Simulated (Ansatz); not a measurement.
# CH₅BNO radical: a ladder of functionals and wavefunction methods

Aim: compute CH₅BNO radical with functionals from several rungs and with coupled cluster. The yardstick is the atomisation energy at the CCSD(T) limit.

Program: Ansatz 0.2.0, Gaussian basis. Level of theory: functionals in def2-TZVPP, the program's frozen cores in correlated methods. These are calculated values, not measurements.

The runs, in order: LDA (SPW92), PBE-D4, revPBE-D4, BLYP-D4, r2SCAN-D4, B97M-V, PBE0-D4, B3LYP-D4, r2SCANh-D4, r2SCAN0-D4, HSE06-D4, BHLYP-D4, CAM-B3LYP-D4, LC-ωPBE, ωB97X-V, ωB97M-V, B2PLYP, PBE-QIDH; CCSD(T)/def2-SVP; CCSD(T)/def2-TZVPP; CCSD(T)/def2-QZVPP; extrapolation to the limit; RPA on PBE.

## Step 1: The geometry

An earlier PBE0-D4 in a triple-zeta def2 set relaxation fixed the geometry.

SMILES `CO[B]N`, 9 atoms, charge 0, spin multiplicity 2.

Atoms are counted from 1 here; the program's logs count them from 0.

Bond lengths: C1–O2 1.411 Å, C1–H5 1.093 Å, C1–H6 1.093 Å, C1–H7 1.093 Å, O2–B3 1.348 Å, B3–N4 1.392 Å, N4–H8 1.010 Å, N4–H9 1.002 Å. Angles: O2–C1–H5 111.4°, O2–C1–H6 109.1°, O2–C1–H7 109.1°, H5–C1–H6 109.2°, H5–C1–H7 109.2°, H6–C1–H7 108.8°, C1–O2–B3 122.6°, O2–B3–N4 122.9°, B3–N4–H8 122.7°, B3–N4–H9 122.6°, H8–N4–H9 114.7°.

## Step 2: LDA

This LDA is Slater exchange with PW92 correlation.

in.yaml reads:

```yaml
crystal:
  periodic: [false, false, false]
  atoms:
    - {symbol: C, position_ang: [0.742287, 1.468058, 0.071259]}
    - {symbol: O, position_ang: [-0.111086, 0.376874, 0.340328]}
    - {symbol: B, position_ang: [-0.063022, -0.773994, -0.360311]}
    - {symbol: N, position_ang: [-0.902585, -1.853734, -0.100656]}
    - {symbol: H, position_ang: [1.423375, 1.247300, -0.754631]}
    - {symbol: H, position_ang: [0.137077, 2.340649, -0.185474]}
    - {symbol: H, position_ang: [1.325049, 1.695571, 0.966906]}
    - {symbol: H, position_ang: [-1.599549, -1.839371, 0.629758]}
    - {symbol: H, position_ang: [-0.863148, -2.707553, -0.624280]}
basis:
  gaussian: {orbitals: def2-TZVPP}
magnetization: {spin_polarized: true, initial_magnetization: 1}
hamiltonian: {xc: lda}
output: {orbitals: {seedname: orbitals}}
```

Started as:

```
> ansatz run in.yaml --threads 2 --pin off --events-out ev --progress --plain --max-ram 32768MiB --backend cpu
```

After this run come: PBE-D4 (GGA); revPBE-D4 (GGA); BLYP-D4 (GGA); r2SCAN-D4 (meta-GGA); B97M-V (meta-GGA); PBE0-D4 (hybrid); B3LYP-D4 (hybrid); r2SCANh-D4 (hybrid); r2SCAN0-D4 (hybrid); HSE06-D4 (hybrid); BHLYP-D4 (hybrid); CAM-B3LYP-D4 (range-separated); LC-ωPBE (range-separated); ωB97X-V (range-separated); ωB97M-V (range-separated); B2PLYP (double hybrid); PBE-QIDH (double hybrid); CCSD(T) in def2-SVP; CCSD(T) in def2-TZVPP; CCSD(T) in def2-QZVPP; RPA on PBE orbitals.

Q: Predict the results of all the runs planned. Wanted: atomisation energy, CCSD(T)/CBS; farthest beyond LDA; mean size of error, GGA; mean size of error, meta-GGA; mean size of error, hybrid; mean size of error, range-separated; mean size of error, double hybrid; gap, smallest and largest; T1 diagnostic.

**Answer**, as computed:

| quantity | value |
| --- | --- |
| atomisation energy, CCSD(T)/CBS | 814.6 kcal/mol |
| functionals within 4.1 kcal/mol (0.5 %) | r2SCANh-D4, B2PLYP, PBE-QIDH |
| farthest beyond LDA | PBE-D4 (+27.7 kcal/mol) |
| mean size of error, GGA | 14.3 kcal/mol |
| mean size of error, meta-GGA | 6.8 kcal/mol |
| mean size of error, hybrid | 9.2 kcal/mol |
| mean size of error, range-separated | 7.6 kcal/mol |
| mean size of error, double hybrid | 1.5 kcal/mol |
| gap, smallest and largest | 1.67 eV (LDA (SPW92)), 9.56 eV (LC-ωPBE) |
| T1 diagnostic | 0.0136 |
| triples share of the correlation energy | 3.6 % |

LDA overbinds by 132.3 kcal/mol (16 %). PBE-D4 is off by +27.7 kcal/mol. Double hybrids carry the basis error of their MP2 part in triple zeta, and no dispersion term here, so their miss is partly the set-up's. By mean error the best rung here is double hybrid (1.5 kcal/mol) and the worst beyond LDA is GGA (14.3 kcal/mol). Misses under about 4.1 kcal/mol are within the doubt on the reference itself, which lacks core-valence correlation, relativity and higher excitations. Hartree-Fock recovers 72 % of the binding; the rest is correlation. CCSD(T) in def2-SVP is off by -41.1 kcal/mol, so the small basis spoils what the method gains. The gap grows from 1.7 to 9.6 eV across the functionals, mostly with the share of exact exchange.
